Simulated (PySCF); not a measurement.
# Ar²⁺: dipole response in ANO-RCC-VTZP

How polarisable is Ar²⁺ at the levels listed below?

Program: PySCF 2.14.0. Level of theory: unrestricted determinants in a Gaussian basis, no spin-orbit coupling in the energies. These are calculated values, not measurements, unless marked.

## Step 1: The system

| Item | Value |
| --- | --- |
| Element | argon (Z = 18) |
| Basis | ANO-RCC-VTZP |
| Hamiltonian | the spin-free X2C one-electron Hamiltonian (Gaussian nucleus) |
| State 1 | Ar²⁺: [Ne] 3s2 3p4, high-spin 3P determinant |
| Methods | UHF, PBE, PBE0, BHandHLYP, CAM-B3LYP |

The outer shells:

Ar2+ [Ne] 3s2 3p4
```
[Ne] core
3s [↑↓]
3p [↑↓][↑ ][↑ ]
```

One driver process ran all states and methods and kept the integrals in memory. Each run is shown as a PySCF script that sums up its settings (the driver passes frozen orbitals as a list and adds second-order terms of double hybrids); the logs are those of the runs themselves. The driver starts from symmetry-adapted Hartree-Fock orbitals, holds the occupation by maximum overlap and uses a logarithmic radial grid for functionals, so a plain start would take other cycles.

The integrals over 34 functions and the set-up took 0.62 s of CPU time.

## Step 2: Ar²⁺

#### UHF

input.py reads:

```python
from pyscf import gto, scf, dft, mp, cc
import basis_set_exchange as bse
mol = gto.M(atom="Ar 0 0 0", charge=2, spin=2, symmetry="D2h",
            basis=gto.basis.parse(bse.get_basis("ANO-RCC-VTZP", elements=["Ar"], fmt="nwchem")),
            nucmod="G")
mf = scf.UHF(mol).sfx2c1e()
mf.irrep_nelec = {'Ag': (3, 3), 'B1u': (2, 1), 'B2u': (2, 2), 'B3u': (2, 1)}
mf.kernel()
```

The log of the run:

```text
damping factor = 0
level_shift factor = 0
DIIS = <class 'pyscf.scf.diis.CDIIS'>
diis_start_cycle = 1
diis_space = 10
diis_damp = 0
SCF conv_tol = 1e-09
SCF conv_tol_grad = None
number electrons alpha = 9  beta = 7
cycle= 1 E= -527.120651580493  delta_E= -0.00702  |g|= 0.0386  |ddm|= 0.0664
cycle= 2 E= -527.121496761505  delta_E= -0.000845  |g|= 0.0141  |ddm|= 0.0234
cycle= 3 E= -527.121630828638  delta_E= -0.000134  |g|= 0.000622  |ddm|= 0.0136
cycle= 4 E= -527.121631117028  delta_E= -2.88e-07  |g|= 0.000121  |ddm|= 0.000616
cycle= 5 E= -527.121631127802  delta_E= -1.08e-08  |g|= 1.55e-05  |ddm|= 0.000129
cycle= 6 E= -527.12163112794  delta_E= -1.38e-10  |g|= 2.97e-06  |ddm|= 1.28e-05
converged SCF energy = -527.12163112794  <S^2> = 2.0095094  2S+1 = 3.0063329
```

It used 0.52 s of CPU time after the integrals (shared host).

The occupied shells:

```csv
shell,electrons,mean orbital energy (eV),spread (eV),rms radius (bohr)
1s α,1,-3271.9,0,0.0991
1s β,1,-3271.0,0,0.0991
2s α,1,-368.12,0,0.446
2s β,1,-367.28,0,0.446
2p α,3,-291.25,0.922,0.416
2p β,3,-289.74,0.718,0.416
3s α,1,-63.914,0,1.43
3s β,1,-55.960,0,1.43
3p α,3,-43.564,2.581,1.59
3p β,1,-40.423,0,1.59
```

⟨S²⟩ = 2.010, ⟨L²⟩ = 2.03.

The driver then solved the coupled dipole response at imaginary frequencies: mean α = 4.560 bohr³ (xx, yy, zz: 4.638, 4.404, 4.638), C₆ = 16.05 au for a like pair.

#### PBE

input.py differs from the last one in:

```diff
@@ -5,3 +5,3 @@
             nucmod="G")
-mf = scf.UHF(mol).sfx2c1e()
+mf = dft.UKS(mol, xc="PBE").sfx2c1e()
 mf.irrep_nelec = {'Ag': (3, 3), 'B1u': (2, 1), 'B2u': (2, 2), 'B3u': (2, 1)}
```

The log of the run:

```text
damping factor = 0
level_shift factor = 0
DIIS = <class 'pyscf.scf.diis.CDIIS'>
diis_start_cycle = 1
diis_space = 10
diis_damp = 0
SCF conv_tol = 1e-09
SCF conv_tol_grad = None
number electrons alpha = 9  beta = 7
XC functionals = PBE
    J. P. Perdew, K. Burke, and M. Ernzerhof.,  Phys. Rev. Lett. 77, 3865 (1996)
    J. P. Perdew, K. Burke, and M. Ernzerhof.,  Phys. Rev. Lett. 78, 1396 (1997)
    J. P. Perdew, K. Burke, and M. Ernzerhof.,  Phys. Rev. Lett. 77, 3865 (1996)
    J. P. Perdew, K. Burke, and M. Ernzerhof.,  Phys. Rev. Lett. 78, 1396 (1997)
cycle= 1 E= -527.573896120463  delta_E= -0.00856  |g|= 0.0225  |ddm|= 0.0754
cycle= 2 E= -527.574020571617  delta_E= -0.000124  |g|= 0.00303  |ddm|= 0.0121
cycle= 3 E= -527.574023740031  delta_E= -3.17e-06  |g|= 0.000607  |ddm|= 0.00198
cycle= 4 E= -527.574023848898  delta_E= -1.09e-07  |g|= 0.000203  |ddm|= 0.000394
cycle= 5 E= -527.574023859145  delta_E= -1.02e-08  |g|= 2.7e-06  |ddm|= 9.7e-05
cycle= 6 E= -527.574023859148  delta_E= -3.41e-12  |g|= 1.32e-07  |ddm|= 1.76e-06
converged SCF energy = -527.574023859148  <S^2> = 2.0029966  2S+1 = 3.001997
```

CPU time 1.2 s on a shared host, the integrals not counted.

The driver then solved the coupled dipole response at imaginary frequencies: mean α = 4.587 bohr³ (xx, yy, zz: 4.634, 4.492, 4.634), C₆ = 16.23 au for a like pair.

#### PBE0

input.py differs from the last one in:

```diff
@@ -5,3 +5,3 @@
             nucmod="G")
-mf = dft.UKS(mol, xc="PBE").sfx2c1e()
+mf = dft.UKS(mol, xc="PBE0").sfx2c1e()
 mf.irrep_nelec = {'Ag': (3, 3), 'B1u': (2, 1), 'B2u': (2, 2), 'B3u': (2, 1)}
```

The log of the run:

```text
damping factor = 0
level_shift factor = 0
DIIS = <class 'pyscf.scf.diis.CDIIS'>
diis_start_cycle = 1
diis_space = 10
diis_damp = 0
SCF conv_tol = 1e-09
SCF conv_tol_grad = None
number electrons alpha = 9  beta = 7
XC functionals = PBE0
    C. Adamo and V. Barone.,  J. Chem. Phys. 110, 6158 (1999)
    M. Ernzerhof and G. E. Scuseria.,  J. Chem. Phys. 110, 5029 (1999)
cycle= 1 E= -527.613135903433  delta_E= -0.00679  |g|= 0.0174  |ddm|= 0.0679
cycle= 2 E= -527.61327797267  delta_E= -0.000142  |g|= 0.00303  |ddm|= 0.0117
cycle= 3 E= -527.613283392375  delta_E= -5.42e-06  |g|= 0.000466  |ddm|= 0.00247
cycle= 4 E= -527.613283502211  delta_E= -1.1e-07  |g|= 0.000125  |ddm|= 0.000389
cycle= 5 E= -527.613283505448  delta_E= -3.24e-09  |g|= 3.39e-06  |ddm|= 5.05e-05
cycle= 6 E= -527.613283505455  delta_E= -6.59e-12  |g|= 2.74e-07  |ddm|= 2.92e-06
converged SCF energy = -527.613283505455  <S^2> = 2.0039899  2S+1 = 3.0026588
```

CPU time 1.4 s on a shared host, the integrals not counted.

The driver then solved the coupled dipole response at imaginary frequencies: mean α = 4.566 bohr³ (xx, yy, zz: 4.621, 4.454, 4.621), C₆ = 16.10 au for a like pair.

#### BHandHLYP

input.py differs from the last one in:

```diff
@@ -5,3 +5,3 @@
             nucmod="G")
-mf = dft.UKS(mol, xc="PBE0").sfx2c1e()
+mf = dft.UKS(mol, xc="BHANDHLYP").sfx2c1e()
 mf.irrep_nelec = {'Ag': (3, 3), 'B1u': (2, 1), 'B2u': (2, 2), 'B3u': (2, 1)}
```

The log of the run:

```text
damping factor = 0
level_shift factor = 0
DIIS = <class 'pyscf.scf.diis.CDIIS'>
diis_start_cycle = 1
diis_space = 10
diis_damp = 0
SCF conv_tol = 1e-09
SCF conv_tol_grad = None
number electrons alpha = 9  beta = 7
XC functionals = BHANDHLYP
    A. D. Becke.,  J. Chem. Phys. 98, 1372 (1993)
    Defined through Gaussian implementation.
cycle= 1 E= -527.785982817096  delta_E= -0.00585  |g|= 0.0188  |ddm|= 0.0613
cycle= 2 E= -527.786189580987  delta_E= -0.000207  |g|= 0.00476  |ddm|= 0.0131
cycle= 3 E= -527.786203901861  delta_E= -1.43e-05  |g|= 0.000566  |ddm|= 0.00436
cycle= 4 E= -527.786203985097  delta_E= -8.32e-08  |g|= 5.94e-05  |ddm|= 0.000257
cycle= 5 E= -527.78620398666  delta_E= -1.56e-09  |g|= 8.84e-06  |ddm|= 4.27e-05
cycle= 6 E= -527.786203986713  delta_E= -5.28e-11  |g|= 8.39e-07  |ddm|= 8.76e-06
converged SCF energy = -527.786203986713  <S^2> = 2.0043828  2S+1 = 3.0029205
```

CPU time 1.6 s on a shared host, the integrals not counted.

The driver then solved the coupled dipole response at imaginary frequencies: mean α = 4.547 bohr³ (xx, yy, zz: 4.607, 4.426, 4.607), C₆ = 16.02 au for a like pair.

#### CAM-B3LYP

input.py differs from the last one in:

```diff
@@ -5,3 +5,3 @@
             nucmod="G")
-mf = dft.UKS(mol, xc="BHANDHLYP").sfx2c1e()
+mf = dft.UKS(mol, xc="CAMB3LYP").sfx2c1e()
 mf.irrep_nelec = {'Ag': (3, 3), 'B1u': (2, 1), 'B2u': (2, 2), 'B3u': (2, 1)}
```

The log of the run:

```text
damping factor = 0
level_shift factor = 0
DIIS = <class 'pyscf.scf.diis.CDIIS'>
diis_start_cycle = 1
diis_space = 10
diis_damp = 0
SCF conv_tol = 1e-09
SCF conv_tol_grad = None
number electrons alpha = 9  beta = 7
XC functionals = CAMB3LYP
    T. Yanai, D. P. Tew, and N. C. Handy.,  Chem. Phys. Lett. 393, 51 (2004)
cycle= 1 E= -527.791375440873  delta_E= -0.00785  |g|= 0.0168  |ddm|= 0.0652
cycle= 2 E= -527.791514830142  delta_E= -0.000139  |g|= 0.0034  |ddm|= 0.0111
cycle= 3 E= -527.791522001771  delta_E= -7.17e-06  |g|= 0.00045  |ddm|= 0.00283
cycle= 4 E= -527.791522121105  delta_E= -1.19e-07  |g|= 7.85e-05  |ddm|= 0.000398
cycle= 5 E= -527.791522122504  delta_E= -1.4e-09  |g|= 1.09e-05  |ddm|= 3.68e-05
cycle= 6 E= -527.791522122545  delta_E= -4.16e-11  |g|= 7.08e-07  |ddm|= 6.63e-06
converged SCF energy = -527.791522122545  <S^2> = 2.0030364  2S+1 = 3.0020236
```

CPU time 2.2 s on a shared host, the integrals not counted.

The driver then solved the coupled dipole response at imaginary frequencies: mean α = 4.565 bohr³ (xx, yy, zz: 4.616, 4.462, 4.616), C₆ = 16.13 au for a like pair.

Radial density 4πr²ρ of Ar²⁺ at UHF:

```csv
r (bohr),density,spin density
0.00113,0.0772,0.000
0.00190,0.200,0.000
0.00319,0.513,0.000
0.00537,1.29,0.000
0.00904,3.08,0.000
0.0152,6.79,0.001
0.0256,13.0,0.003
0.0430,19.5,0.012
0.0723,20.2,0.056
0.122,14.9,0.189
0.205,17.7,0.366
0.344,20.1,0.195
0.579,7.52,0.086
0.974,4.70,1.342
1.64,3.49,1.198
2.76,0.366,0.128
4.63,0.00272,0.001
```

## Step 3: Polarisabilities and C₆

Ar²⁺, in atomic units:

```csv
method,mean α,C₆ (like pair),S(−4)
UHF,4.560,16.05,4.726
PBE,4.587,16.23,4.701
PBE0,4.566,16.10,4.672
BHandHLYP,4.547,16.02,4.610
CAM-B3LYP,4.565,16.13,4.632
```

α(iu) at CAM-B3LYP:

```csv
u (hartree),α(iu) (bohr³)
0,4.565
0.0500,4.553
0.100,4.519
0.200,4.388
0.300,4.188
0.500,3.667
0.750,2.963
1.00,2.345
1.50,1.481
2.00,0.9859
3.00,0.5140
5.00,0.2119
```

## Step 4: What came out

| quantity | value |
| --- | --- |
| α of Ar²⁺ | 4.547 (BHandHLYP) to 4.587 (PBE) bohr³ |

A single London oscillator with the computed α and C₆ of Ar²⁺ at UHF would have ω = 4 C₆ / (3 α²) = 1.03 hartree. The basis is finite, and no extrapolation was made.
